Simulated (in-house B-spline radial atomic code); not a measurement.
# Eu: density, ELF and screening along the radius

How do the shells of Eu show in real space, and how much do the settings move them?

The numbers are computed with in-house B-spline radial atomic code version 1 (several methods, spin-polarised, as named in each step; spherical all-electron atom at the radial basis limit), except any that are marked as measured or tabulated.

### Step 1. What is computed

- element: europium (Z = 63)
- charge: 0
- electrons: 63
- configuration: [Xe] 4f7 6s2
- nucleus: point (non-relativistic runs) or finite (X2C runs)

The outer shells:

[Xe] 4f7 6s2
```
[Xe] core
4f [↑ ][↑ ][↑ ][↑ ][↑ ][↑ ][↑ ]
6s [↑↓]
```

Where spins are not typed, each open shell is filled with up spins first.

### Step 2. LDA (VWN5), X2C

Input settings:

```ini
Z = 63
electrons = 63.0
configuration = [Xe] 4f7 6s2
hamiltonian = x2c
method = lda,vwn
spin_polarised = True
nucleus = fermi
rms_radius = 5.1115
mass_number = 153
atomic_mass = 152.921236789
speed_of_light = 137.035999084
```

The run is started by

```sh
$ python run_scf.py task.json out
```

task.json lists these runs, among others, and the program works through them in turn.

### Step 3. PBE, X2C

The settings differ from step 2 so:

```diff
@@ -4,3 +4,3 @@
 hamiltonian = x2c
-method = lda,vwn
+method = pbe,pbe
 spin_polarised = True
```

### Step 4. Hartree-Fock, X2C

The settings differ from step 3 so:

```diff
@@ -4,3 +4,3 @@
 hamiltonian = x2c
-method = pbe,pbe
+method = hf
 spin_polarised = True
```

### Step 5. M06-L, X2C

The settings differ from step 4 so:

```diff
@@ -4,3 +4,3 @@
 hamiltonian = x2c
-method = hf
+method = m06l
 spin_polarised = True
```

**Question.** How large is the system in each run, where do the shell borders lie, and what is the highest level?

**Answer**, as computed:

| run | total energy (hartree) | highest level (eV) | radius holding 50 / 90 / 99 % (bohr) | radius at n = 0.001 (bohr) | ELF minima on the full grid (bohr) |
| --- | --- | --- | --- | --- | --- |
| LDA (VWN5), X2C | -10835.5476 | -3.592 | 0.434 / 1.59 / 4.80 | 5.23 | 0.031, 0.12, 0.39, 0.96, 3.0 |
| PBE, X2C | -10843.4409 | -3.455 | 0.435 / 1.59 / 4.87 | 5.26 | 0.031, 0.12, 0.39, 0.98, 3.1 |
| Hartree-Fock, X2C | -10839.6788 | -4.799 | 0.435 / 1.58 / 5.19 | 5.35 | 0.032, 0.13, 0.32, 1.0, 3.2 |
| M06-L, X2C | -10843.4328 | -3.493 | 0.435 / 1.59 / 4.88 | 5.33 | 0.031, 0.12, 0.39, 0.97, 3.0 |

In the first run ELF has 5 minima on the grid, which mark the borders between shells. On the record's full grid the screened charge (r times the electrostatic potential) falls from 62.9 near the nucleus to 0.00 at 15 bohr; far out it tends to the net charge, 0. The radius that holds 99 % of the electrons runs from 4.80 bohr (LDA (VWN5), X2C) to 5.19 bohr (Hartree-Fock, X2C). The grid is coarse (about 26 % a step), so the places of minima are rough. For X2C runs ELF uses the non-relativistic kinetic energy density, and the fields carry no picture-change correction.
